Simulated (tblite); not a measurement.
# C7H15F: the cost of one run

The runs use tblite 0.8.0 and PySCF 2.14.0, with density-fitted response routines of our own; the level of theory stands in each step. All values are computed, except where a source is named. Atoms are numbered from 0 throughout.

## 1. The starting structure

23 atoms, charge 0, multiplicity 1; geometry from: force field or distance geometry start.

Bonds of the start (Å): C0–C1 1.49, C1–C2 1.49, C2–C3 1.51, C2–C4 1.53, C2–C5 1.50, C5–C6 1.49, C6–F7 1.39, C0–H8 1.10, C0–H9 1.10, C0–H10 1.12, C1–H11 1.10, C1–H12 1.13, C3–H13 1.11, C3–H14 1.13, C3–H15 1.12, C4–H16 1.08, C4–H17 1.13, C4–H18 1.12, C5–H19 1.12, C5–H20 1.13, C6–H21 1.12, C6–H22 1.11.

## 2. Optimising the geometry with GFN2-xTB

The job: settings as JSON, then the geometry in Å.

```
{"job": {"kind": "relax", "xc": "GFN2-xTB", "basis": "xTB"}, "charge": 0, "multiplicity": 1}
C      1.861600     0.178200    -1.120500
C      1.282600     0.034800     0.248700
C     -0.139200    -0.394500     0.294200
C     -0.550900    -0.485300     1.740800
C     -0.191900    -1.790300    -0.328000
C     -1.097900     0.442800    -0.494500
C     -1.202500     1.882100    -0.129100
F     -2.135800     2.471400    -0.981700
H      1.131800    -0.014800    -1.916400
H      2.683400    -0.546200    -1.246600
H      2.334700     1.192200    -1.213700
H      1.425800     0.892100     0.920600
H      1.856400    -0.801300     0.758500
H     -0.145500     0.406100     2.261100
H     -0.025300    -1.343600     2.252800
H     -1.658400    -0.598900     1.869900
H     -0.676800    -2.526800     0.302600
H      0.844900    -2.141000    -0.592400
H     -0.727200    -1.690800    -1.308000
H     -0.914200     0.272400    -1.583000
H     -2.119100     0.007100    -0.299300
H     -0.280800     2.484400    -0.320200
H     -1.560600     2.096800     0.894500
```

Command:

```
$ OMP_NUM_THREADS=1 python probes_run.py task.json out
```

One launch serves the whole session: the jobs run in the order shown.

Q: Estimate the wall time and peak memory of this first job on 1 thread of Arm Neoverse V1, shared host.

About 1.1 s, with a peak of 0.18 GiB.
